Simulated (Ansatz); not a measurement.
# ClFH4Sn: the cost of one run

All numbers below are computed with Ansatz 0.2.0 (RKS B3LYP-D4/def2-SVP).

## Step 1: The system as given

Bond lengths: Sn1–Cl2 2.760 Å, Sn1–H3 1.740 Å, Sn1–H4 1.739 Å, Sn1–H5 1.739 Å, Sn1–F6 2.170 Å. Angles: Cl2–Sn1–H3 109.4°, Cl2–Sn1–H4 109.5°, Cl2–Sn1–H5 109.5°, Cl2–Sn1–F6 71.6°, H3–Sn1–H4 109.5°, H3–Sn1–H5 109.5°, H3–Sn1–F6 178.9°, H4–Sn1–H5 109.5°, H4–Sn1–F6 70.0°, H5–Sn1–F6 70.0°.

Structure file:

```xyz
7

Sn    0.0000    0.0000    0.0000
Cl    0.0000    0.0000    2.7600
H     1.6408    0.0000   -0.5794
H    -0.8195    1.4198   -0.5794
H    -0.8195   -1.4198   -0.5794
F    -2.0593    0.0000    0.6842
H    -1.5155    0.0000    1.8676
```

## Step 2: A restrained relaxation towards end A

Springs on the bonds that form and break draw the guess towards this end; the thresholds are loose.

input.yaml reads:

```yaml
crystal:
  periodic: [false, false, false]
  atoms:
    - { symbol: Sn, position_ang: [0.0, 0.0, 0.0] }
    - { symbol: Cl, position_ang: [0.0, 0.0, 2.76] }
    - { symbol: H, position_ang: [1.6408, 0.0, -0.5794] }
    - { symbol: H, position_ang: [-0.8195, 1.4198, -0.5794] }
    - { symbol: H, position_ang: [-0.8195, -1.4198, -0.5794] }
    - { symbol: F, position_ang: [-2.0593, 0.0, 0.6842] }
    - { symbol: H, position_ang: [-1.5155, 0.0, 1.8676] }
basis:
  gaussian: { orbitals: def2-SVP }
hamiltonian:
  xc: b3lyp
  dispersion: d4
relax:
  f_tol: 0.15
  max_steps: 25
  restrain:
    - { distance: [0, 5], at: 3.07, k: 30.0 }
    - { distance: [6, 1], at: 2.57, k: 30.0 }
    - { distance: [0, 1], at: 2.41, k: 30.0 }
    - { distance: [6, 5], at: 0.92, k: 30.0 }
output:
  orbitals: {}
```

Launch:

```bash
$ ansatz run input.yaml --threads 1 --pin off --max-ram 2048MiB --backend cpu --events-out ev --progress --plain --runs-dir out
```

What time and memory should one allow on 1 thread of AMD EPYC 9R45 (Zen 5), shared host?

About 16 s, with a peak of 0.17 GiB.
